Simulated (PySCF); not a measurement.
# C6H14Si2: geometry, NMR shifts, electronic excitations and core binding energies, part 2 of 2

PySCF 2.14.0. Atoms count from 0.

**5. X-ray photoelectron lines: SCAN, X2C**

The job: settings as JSON, then the geometry in Å.

```
{"job": {"kind": "xps"}, "charge": 0, "multiplicity": 1}
Si     2.733688    -1.178268     0.418063
C      1.820966     0.461708     0.539947
C      0.512333     0.651130     0.264989
Si    -0.195265     2.395402     0.417029
C     -0.387387    -0.475783    -0.146647
C     -1.550425    -0.254961    -1.142719
C     -2.393723    -1.245820    -0.321104
C     -1.441501    -1.002134     0.862530
H      2.127512    -2.217996     1.308060
H      2.722946    -1.714773    -0.979806
H      4.154181    -0.971382     0.832248
H      2.412522     1.326309     0.870237
H     -0.512498     2.969400    -0.928468
H      0.819366     3.263429     1.085315
H     -1.461957     2.414545     1.215062
H      0.218105    -1.330302    -0.497667
H     -1.954600     0.768244    -1.069444
H     -1.359341    -0.471234    -2.204475
H     -2.303142    -2.272077    -0.709240
H     -3.461099    -1.021783    -0.179403
H     -1.802811    -0.189796     1.512379
H     -1.149289    -1.852215     1.496801
```

With the program's defaults for keys left out, this is: delta-SCF UKS SCAN, pcX-2 on the ionised atom, pcseg-1 elsewhere, spin-free X2C.

Standard output:

```text
ground state, core basis on atom 0 (Si), 232 functions
  cycle   1  E = -817.00768594  |g| = 5.06e-01
  cycle   2  E = -816.93918774  |g| = 6.95e-01
  cycle   3  E = -817.08021643  |g| = 8.09e-02
  cycle   4  E = -817.08103180  |g| = 6.41e-02
  cycle   5  E = -817.08208085  |g| = 1.80e-02
  cycle   6  E = -817.08216269  |g| = 6.53e-03
  cycle   7  E = -817.08217659  |g| = 1.06e-03
  cycle   8  E = -817.08217574  |g| = 5.37e-04
  cycle   9  E = -817.08217515  |g| = 1.13e-04
  E(ground) = -817.11761967 Eh
hole in Si 1s of atom 0
  cycle   1  E = -748.16170512  |g| = 4.35e+00
  cycle   2  E = -747.86947065  |g| = 2.28e+00
  cycle   3  E = -748.43014465  |g| = 1.08e+00
  cycle   4  E = -749.01264827  |g| = 6.11e-01
  cycle   5  E = -749.19939026  |g| = 2.25e-01
  cycle   6  E = -749.22651950  |g| = 5.07e-02
  cycle   7  E = -749.22757597  |g| = 2.61e-02
  cycle   8  E = -749.22798559  |g| = 6.80e-03
  cycle   9  E = -749.22800572  |g| = 3.40e-03
  cycle  10  E = -749.22801149  |g| = 7.75e-04
  cycle  11  E = -749.22801224  |g| = 2.63e-04
  E(ion) = -749.27121604 Eh   <S^2> = 0.7524   hole on atom = 1.000   binding energy = 1846.195 eV
hole in Si 2p of atom 0
  cycle   1  E = -812.82003907  |g| = 1.23e+00
  cycle   2  E = -812.49231201  |g| = 1.21e+00
  cycle   3  E = -813.00131413  |g| = 4.78e-01
  cycle   4  E = -813.11755981  |g| = 2.49e-01
  cycle   5  E = -813.14875213  |g| = 6.81e-02
  cycle   6  E = -813.15121142  |g| = 2.53e-02
  cycle   7  E = -813.15158712  |g| = 7.39e-03
  cycle   8  E = -813.15161478  |g| = 3.38e-03
  cycle   9  E = -813.15161941  |g| = 7.85e-04
  cycle  10  E = -813.15162059  |g| = 3.03e-04
  E(ion) = -813.19874552 Eh   <S^2> = 0.7522   hole on atom = 1.002   binding energy = 106.638 eV
  2p3/2 = 106.423 eV   2p1/2 = 107.046 eV
ground state, core basis on atom 1 (C), 221 functions
  cycle   1  E = -816.98967079  |g| = 6.07e-02
  cycle   2  E = -816.98951736  |g| = 3.57e-02
  cycle   3  E = -816.98937444  |g| = 4.22e-02
  cycle   4  E = -816.98983341  |g| = 8.20e-03
  cycle   5  E = -816.98986047  |g| = 7.10e-04
  cycle   6  E = -816.98985931  |g| = 1.75e-04
  E(ground) = -817.06690546 Eh
hole in C 1s of atom 1
  cycle   1  E = -805.74130270  |g| = 1.52e+00
  cycle   2  E = -804.17943674  |g| = 2.20e+00
  cycle   3  E = -806.18842961  |g| = 5.27e-01
  cycle   4  E = -806.26636192  |g| = 3.89e-01
  cycle   5  E = -806.34216511  |g| = 1.14e-01
  cycle   6  E = -806.34749367  |g| = 3.56e-02
  cycle   7  E = -806.34814494  |g| = 1.32e-02
  cycle   8  E = -806.34825917  |g| = 4.50e-03
  cycle   9  E = -806.34827579  |g| = 2.52e-03
  cycle  10  E = -806.34828476  |g| = 1.29e-03
  cycle  11  E = -806.34828676  |g| = 4.59e-04
  E(ion) = -806.42407073 Eh   <S^2> = 0.7882   hole on atom = 1.000   binding energy = 289.606 eV
ground state, core basis on atom 2 (C), 221 functions
  cycle   1  E = -816.99022580  |g| = 6.04e-02
  cycle   2  E = -816.98964427  |g| = 5.23e-02
  cycle   3  E = -816.98977060  |g| = 4.68e-02
  cycle   4  E = -816.99037010  |g| = 6.47e-03
  cycle   5  E = -816.99038336  |g| = 8.80e-04
  cycle   6  E = -816.99037990  |g| = 2.18e-04
  E(ground) = -817.06737013 Eh
hole in C 1s of atom 2
  cycle   1  E = -805.72968787  |g| = 1.52e+00
  cycle   2  E = -803.96877426  |g| = 2.33e+00
  cycle   3  E = -806.22250047  |g| = 4.32e-01
  cycle   4  E = -806.29828369  |g| = 2.37e-01
  cycle   5  E = -806.32548155  |g| = 1.31e-01
  cycle   6  E = -806.33391790  |g| = 3.31e-02
  cycle   7  E = -806.33452774  |g| = 1.30e-02
  cycle   8  E = -806.33469302  |g| = 6.32e-03
  cycle   9  E = -806.33477304  |g| = 4.73e-03
  cycle  10  E = -806.33485429  |g| = 3.10e-03
  cycle  11  E = -806.33488972  |g| = 2.07e-03
  cycle  12  E = -806.33490055  |g| = 1.01e-03
  cycle  13  E = -806.33489892  |g| = 4.06e-04
  E(ion) = -806.41086544 Eh   <S^2> = 0.8384   hole on atom = 1.000   binding energy = 289.978 eV
ground state, core basis on atom 3 (Si), 232 functions
  cycle   1  E = -817.08118014  |g| = 2.86e-01
  cycle   2  E = -817.08100215  |g| = 4.50e-02
  cycle   3  E = -817.07968445  |g| = 7.79e-02
  cycle   4  E = -817.08129856  |g| = 1.68e-02
  cycle   5  E = -817.08136252  |g| = 2.30e-03
  cycle   6  E = -817.08136704  |g| = 3.56e-04
  E(ground) = -817.11743209 Eh
hole in Si 1s of atom 3
  cycle   1  E = -748.15866380  |g| = 4.35e+00
  cycle   2  E = -747.99404194  |g| = 2.23e+00
  cycle   3  E = -748.59868088  |g| = 9.70e-01
  cycle   4  E = -749.04995279  |g| = 5.40e-01
  cycle   5  E = -749.18943699  |g| = 2.53e-01
  cycle   6  E = -749.22414514  |g| = 5.90e-02
  cycle   7  E = -749.22560717  |g| = 2.81e-02
  cycle   8  E = -749.22605271  |g| = 6.21e-03
  cycle   9  E = -749.22606624  |g| = 3.72e-03
  cycle  10  E = -749.22607586  |g| = 1.05e-03
  cycle  11  E = -749.22607724  |g| = 3.43e-04
  E(ion) = -749.26975753 Eh   <S^2> = 0.7525   hole on atom = 1.000   binding energy = 1846.229 eV
hole in Si 2p of atom 3
  cycle   1  E = -812.81746499  |g| = 1.23e+00
  cycle   2  E = -812.52912666  |g| = 1.19e+00
  cycle   3  E = -813.02819109  |g| = 4.33e-01
  cycle   4  E = -813.11977723  |g| = 2.30e-01
  cycle   5  E = -813.14609155  |g| = 8.05e-02
  cycle   6  E = -813.14945127  |g| = 2.87e-02
  cycle   7  E = -813.14992828  |g| = 6.43e-03
  cycle   8  E = -813.14994776  |g| = 3.18e-03
  cycle   9  E = -813.14995225  |g| = 1.12e-03
  cycle  10  E = -813.14995322  |g| = 4.09e-04
  E(ion) = -813.19722816 Eh   <S^2> = 0.7524   hole on atom = 1.002   binding energy = 106.674 eV
  2p3/2 = 106.475 eV   2p1/2 = 107.098 eV
ground state, core basis on atom 4 (C), 221 functions
  cycle   1  E = -816.98937749  |g| = 6.06e-02
  cycle   2  E = -816.98937302  |g| = 2.37e-02
  cycle   3  E = -816.98938113  |g| = 2.36e-02
  cycle   4  E = -816.98951996  |g| = 9.58e-03
  cycle   5  E = -816.98954377  |g| = 1.47e-03
  cycle   6  E = -816.98954784  |g| = 1.89e-04
  E(ground) = -817.06697012 Eh
hole in C 1s of atom 4
  cycle   1  E = -805.72732355  |g| = 1.53e+00
  cycle   2  E = -804.42269491  |g| = 2.21e+00
  cycle   3  E = -806.18358821  |g| = 5.02e-01
  cycle   4  E = -806.19323317  |g| = 4.59e-01
  cycle   5  E = -806.31186485  |g| = 8.05e-02
  cycle   6  E = -806.31472028  |g| = 1.26e-02
  cycle   7  E = -806.31479750  |g| = 8.37e-03
  cycle   8  E = -806.31484142  |g| = 2.92e-03
  cycle   9  E = -806.31485421  |g| = 1.68e-03
  cycle  10  E = -806.31486085  |g| = 1.14e-03
  cycle  11  E = -806.31486559  |g| = 9.14e-04
  cycle  12  E = -806.31486965  |g| = 7.85e-04
  cycle  13  E = -806.31487426  |g| = 6.74e-04
  cycle  14  E = -806.31488105  |g| = 3.36e-04
  E(ion) = -806.39114917 Eh   <S^2> = 0.7764   hole on atom = 1.000   binding energy = 290.504 eV
ground state, core basis on atom 5 (C), 221 functions
  cycle   1  E = -816.98932806  |g| = 5.90e-02
  cycle   2  E = -816.98924432  |g| = 2.74e-02
  cycle   3  E = -816.98928417  |g| = 2.40e-02
  cycle   4  E = -816.98942303  |g| = 5.08e-03
  cycle   5  E = -816.98942586  |g| = 7.27e-04
  cycle   6  E = -816.98942849  |g| = 1.90e-04
  E(ground) = -817.06666334 Eh
hole in C 1s of atom 5
  cycle   1  E = -805.73914558  |g| = 1.52e+00
  cycle   2  E = -804.73116140  |g| = 2.02e+00
  cycle   3  E = -806.23051970  |g| = 4.25e-01
  cycle   4  E = -806.24429623  |g| = 3.52e-01
  cycle   5  E = -806.31277036  |g| = 1.03e-01
  cycle   6  E = -806.31779877  |g| = 3.76e-02
  cycle   7  E = -806.31855024  |g| = 8.07e-03
  cycle   8  E = -806.31859032  |g| = 4.23e-03
  cycle   9  E = -806.31860006  |g| = 2.03e-03
  cycle  10  E = -806.31860474  |g| = 9.79e-04
  cycle  11  E = -806.31860649  |g| = 7.10e-04
  cycle  12  E = -806.31860912  |g| = 6.25e-04
  cycle  13  E = -806.31861008  |g| = 5.76e-04
  cycle  14  E = -806.31861489  |g| = 5.32e-04
  cycle  15  E = -806.31861910  |g| = 5.03e-04
  cycle  16  E = -806.31862303  |g| = 4.70e-04
  E(ion) = -806.39492846 Eh   <S^2> = 0.7738   hole on atom = 1.000   binding energy = 290.393 eV
ground state, core basis on atom 6 (C), 221 functions
  cycle   1  E = -816.98951010  |g| = 5.93e-02
  cycle   2  E = -816.98941016  |g| = 2.91e-02
  cycle   3  E = -816.98946803  |g| = 2.46e-02
  cycle   4  E = -816.98961145  |g| = 6.46e-03
  cycle   5  E = -816.98962138  |g| = 5.64e-04
  cycle   6  E = -816.98962127  |g| = 1.77e-04
  E(ground) = -817.06695460 Eh
hole in C 1s of atom 6
  cycle   1  E = -805.74217018  |g| = 1.51e+00
  cycle   2  E = -804.69361688  |g| = 2.04e+00
  cycle   3  E = -806.23142601  |g| = 4.12e-01
  cycle   4  E = -806.26757949  |g| = 2.81e-01
  cycle   5  E = -806.31115149  |g| = 9.57e-02
  cycle   6  E = -806.31430069  |g| = 5.63e-02
  cycle   7  E = -806.31602654  |g| = 6.89e-03
  cycle   8  E = -806.31605880  |g| = 2.58e-03
  cycle   9  E = -806.31606411  |g| = 1.51e-03
  cycle  10  E = -806.31606514  |g| = 8.60e-04
  cycle  11  E = -806.31606600  |g| = 2.32e-04
  E(ion) = -806.39254238 Eh   <S^2> = 0.7704   hole on atom = 1.000   binding energy = 290.466 eV
```

It took 3.7 min on 1 thread, shared host.

The holes in one table. −ε is the ground-state orbital energy:

```tsv
hole	stands for	environment	ΔSCF (eV; 2p as the shell's mean)	−ε (eV)	⟨S²⟩
Si1s on Si0	Si0	silicon bonded to C, 3 H	1846.19	1793.2	0.752
Si2p on Si0	Si0	silicon bonded to C, 3 H	106.63	96.1	0.752
C1s on C1	C1	alkene CH	289.61	273.7	0.788
C1s on C2	C2	fully substituted alkene carbon	289.98	274.1	0.838
Si1s on Si3	Si3	silicon bonded to C, 3 H	1846.23	1793.3	0.752
Si2p on Si3	Si3	silicon bonded to C, 3 H	106.68	96.1	0.752
C1s on C4	C4	allylic sp3 CH	290.50	274.1	0.776
C1s on C5	C5, C7	sp3 CH2 in a ring	290.39	273.8	0.774
C1s on C6	C6	sp3 CH2 in a ring	290.47	273.7	0.770
```

Each hole run stands for the others of its class of like atoms.

With the spin-orbit splitting: Si0 2p3/2 106.42, 2p1/2 107.05 eV; Si3 2p3/2 106.47, 2p1/2 107.10 eV. The table gives each 2p level as the mean over the whole 2p shell (two parts 2p3/2, one part 2p1/2), which differs a little from the single hole in the log.

**6. What came out**

The summary covers parts 1 to 2.

| quantity | value |
| --- | --- |
| point group | C1 |
| rotational constants (main isotopes) | 1.54, 1.02, 0.68 GHz |
| ¹³C shifts against TMS (PBE0/pcSseg-1, means over atoms taken as alike) | 174.3, 142.2, 46.1, 30.5, 20.6 ppm |
| ¹H shifts against TMS (PBE0/pcSseg-1, means over atoms taken as alike) | 6.52, 4.28, 4.15, 3.10, 2.07, 2.03, 1.90, 1.71 ppm |
| ²⁹Si shifts against TMS (PBE0/pcSseg-1) | -68.4, -87.4 ppm |
| lowest singlet (PBE0/def2-SVPD) | 5.57 eV (223 nm), f = 0.000 |
| brightest single state of those computed | state 2, 5.92 eV, f = 0.367 |
| lowest triplet | 3.75 eV |
| vertical ionisation energy (ΔSCF) | 9.12 eV |
| C1s binding energies, SCAN/pcX-2 | C4 290.50, C6 290.47, C5 290.39, C2 289.98, C1 289.61 eV |
| Si1s binding energies, SCAN/pcX-2 | Si3 1846.23, Si0 1846.19 eV |
| Si2p binding energies, SCAN/pcX-2 | Si3 106.68, Si0 106.63 eV |

In words: Relaxing lowered the energy by 0.158 eV in 14 steps; the close pair that moved most is Si3–H14, from 1.465 to 1.497 Å. No frequency check was run at this level, so the end point may be a saddle. The most deshielded hydrogen is H11 (hydrogen on an alkene CH), at 6.52 ppm: a vinylic proton, deshielded by the sp2 carbon and the C=C anisotropy. At PBE0/pcSseg-1: The widest tensor belongs to C2: span 262 ppm, with a paramagnetic part of -248 ppm. The lowest singlet, at 5.57 eV, is HOMO−1→LUMO 0.97 and is dark; of the 10 states computed, the strongest absorption comes from state 2 at 5.92 eV. The lowest triplet lies 1.82 eV below the lowest singlet (triplets in Tamm-Dancoff, singlets in full TDDFT). The orbital energy would give 7.51 eV for ionisation, ΔSCF gives 9.12 eV. C4 (allylic sp3 CH) binds its C1s electron 0.90 eV more tightly than C1 (alkene CH). The Si1s levels computed lie within 0.03 eV of one another, too close to rank. The Si2p levels computed lie within 0.05 eV of one another, too close to rank.
